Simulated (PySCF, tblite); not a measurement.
**CH₁₀AsSi₃ radical: geometry, infrared bands and EPR parameters**

Aim: predict the infrared bands and EPR parameters of CH₁₀AsSi₃ radical (`C[AsH][SiH2][SiH][SiH3]`).

Programs: tblite 0.8.0 and PySCF 2.14.0, with density-fitted response routines of our own. Each step states its level of theory. These are calculated values for one molecule in the gas phase, unless marked as measured. Atoms count from 0, in the outputs and in this text.

## 1. The starting structure

15 atoms, charge 0, multiplicity 2; geometry from: force field or distance geometry start.

Bonds of the start (Å): C0–As1 1.96, As1–Si2 2.34, Si2–Si3 2.24, Si3–Si4 2.22, C0–H5 1.12, C0–H6 1.11, C0–H7 1.11, As1–H8 1.57, Si2–H9 1.46, Si2–H10 1.48, Si3–H11 1.46, Si4–H12 1.47, Si4–H13 1.48, Si4–H14 1.48.

## 2. Geometry optimisation with GFN2-xTB

What the job is given:

```
{"job": {"kind": "relax", "xc": "GFN2-xTB", "basis": "xTB"}, "charge": 0, "multiplicity": 2}
C     -2.243700    -0.151200    -0.479900
As    -0.919300    -1.582100    -0.330200
Si     0.098000    -0.628200     1.545000
Si     1.128300     1.262300     0.926000
Si     2.534200     0.789400    -0.728100
H     -3.029400    -0.449000    -1.219300
H     -2.737900     0.036500     0.498000
H     -1.751500     0.786500    -0.822600
H     -1.856300    -2.472800     0.557500
H      1.064100    -1.566100     2.109600
H     -0.937100    -0.316000     2.549400
H      0.129700     2.227800     0.470300
H      3.517000    -0.197700    -0.269700
H      1.779300     0.238900    -1.869600
H      3.220300     2.029700    -1.152500
```

On the command line:

```sh
> OMP_NUM_THREADS=1 python probes_run.py task.json out
```

This one command runs all jobs of the session in turn.

**Question.** This job is followed by: GFN2-xTB harmonic vibrations, gas phase; UKS B3LYP, def2-TZVP-core on As, pcH-1 on C H Si, non-relativistic, mean-field spin-orbit, GIAO. Predict these results of the whole session: strongest single infrared mode (GFN2-xTB); zero-point energy (GFN2-xTB); g(iso) (B3LYP); ⟨S²⟩; largest a(iso) (averaged by class); potential on the surface of density 0.002 e/bohr³, 1st and 99th percentile.

As calculated:

| quantity | value |
| --- | --- |
| strongest single infrared mode (GFN2-xTB) | 1849 cm⁻¹, 767 km/mol |
| zero-point energy (GFN2-xTB) | 56.8 kcal/mol |
| g(iso) (B3LYP) | 2.00650 |
| ⟨S²⟩ | 0.753 (exact 0.75) |
| largest a(iso) (averaged by class) | 29Si on Si3, -330.5 MHz |
| potential on the surface of density 0.002 e/bohr³, 1st and 99th percentile | -0.49 V and 1.08 V |

**Reading.** The optimisation took 129 steps and gained 0.264 eV; among the close pairs (by a distance rule), Si3–Si4 changed most, from 2.222 to 2.301 Å. The lowest mode is slightly imaginary (10i cm⁻¹), a soft motion within the noise of the Hessian, so the minimum is not strictly shown. The strongest single mode, at 1849 cm⁻¹, moves mainly H8. Unscaled tight-binding wavenumbers are off by several per cent, some by more. Its intensities can rank the bands wrongly. Most of the unpaired spin sits on Si3 (0.95 e). The isotropic g lies 4.2 ppt above the free-electron value. The hyperfine terms hold no scalar relativity, which the heavier nuclei need. These values are for one conformer; the search (at its own cheap level) found 2 more, at 0.13, 0.18 kcal/mol, and measured spectra average over such forms.
